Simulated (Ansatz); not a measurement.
# Ni (fcc type): the cost of one run

Program: Ansatz 0.2.0. Level of theory: DFT PBE, with the methods named in each step. These are calculated values, not measurements.

**1. The structure to begin with**

The structure is cubic, space group Fm-3m (No. 225). Conventional cell: a = 3.518 Å, b = 3.518 Å, c = 3.518 Å, α = 90.00°, β = 90.00°, γ = 90.00°. Around Ni (site symmetry m-3m) lie 12 Ni at 2.49 Å.

Structure file:

```
CELL_PARAMETERS angstrom
0.00000 1.75905 1.75905
1.75905 0.00000 1.75905
1.75905 1.75905 0.00000
ATOMIC_POSITIONS crystal
Ni 0.00000 0.00000 0.00000
```

Whether this phase is the stable one at these pressures isn't tested.

**2. The reference volume, LAPW**

input.yaml reads:

```yaml
crystal:
  lattice:
    - [0.0, 1.759047889, 1.759047889]
    - [1.759047889, 0.0, 1.759047889]
    - [1.759047889, 1.759047889, 0.0]
  atoms:
    - { symbol: Ni, position: [0.0, 0.0, 0.0], spin: 1.0 }
magnetization:
  spin_polarized: true
kpoints:
  mp_grid: { grid: [18, 18, 18] }
  band_path:
    path:
      - [0.0, 0.0, 0.0]
      - [0.5, 0.0, 0.5]
      - [0.625, 0.25, 0.625]
      - [0.375, 0.375, 0.75]
      - [0.0, 0.0, 0.0]
      - [0.5, 0.5, 0.5]
      - [0.5, 0.25, 0.75]
      - [0.5, 0.0, 0.5]
    npoints: 14
scf:
  occupations: { method: fermi_dirac, width: 0.05 }
hamiltonian:
  xc: pbe
  pseudopotentials: { kind: all_electron, lapw: { basis_error: 0.001 } }
output:
  forces: true
  stress: true
  eigenvalues: true
  populations: true
  dos: { projected: true, de: 0.2, e_range: [-14, 8] }
```

On the command line:

```
$ ansatz run input.yaml --threads 1 --pin off --max-ram 3072MiB --backend cpu --events-out ev --progress --plain --runs-dir out
```

What time and memory should one allow on 1 thread of Arm Neoverse V2, shared host?

About 29 s, with a peak of 0.47 GiB.
